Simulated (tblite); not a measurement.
# CH7FO2Si2: the cost of one run

Programs: tblite 0.8.0 and PySCF 2.14.0. All values are calculated, for the isolated system unless a continuum is named. Atoms count from 0, parts from 1.

## 1. Starting point

13 atoms, charge 0, multiplicity 1; geometry: distance geometry start.

## 2. Geometry optimisation with GFN2-xTB

Job settings and geometry (Å):

```
{"job": {"kind": "relax", "xc": "GFN2-xTB", "basis": "xTB"}, "charge": 0, "multiplicity": 1}
C      0.190681    -0.944667     0.337962
O     -0.957394    -1.144734    -0.385124
Si    -2.240119    -0.066927    -0.054480
O      1.220521    -0.757616    -0.534917
Si     2.022756     0.741237    -0.414756
F      0.526265    -2.057884     1.118297
H      0.019182    -0.081593     1.031952
H     -3.105190     0.057569    -1.261378
H     -2.948531    -0.457164     1.131840
H     -1.651031     1.262648     0.126371
H      1.408709     1.628364     0.601824
H      2.089376     1.416157    -1.712629
H      3.428690     0.378593    -0.019607
```

Method: GFN2-xTB geometry optimisation, gas phase.

Command:

```bash
$ OMP_NUM_THREADS=1 python cluster_run.py task.json out
```

The driver reads the jobs from task.json and runs them one after another.

**Question.** How long does this first job take on 1 thread of Arm Neoverse V1, shared host?

About 2.4 s.
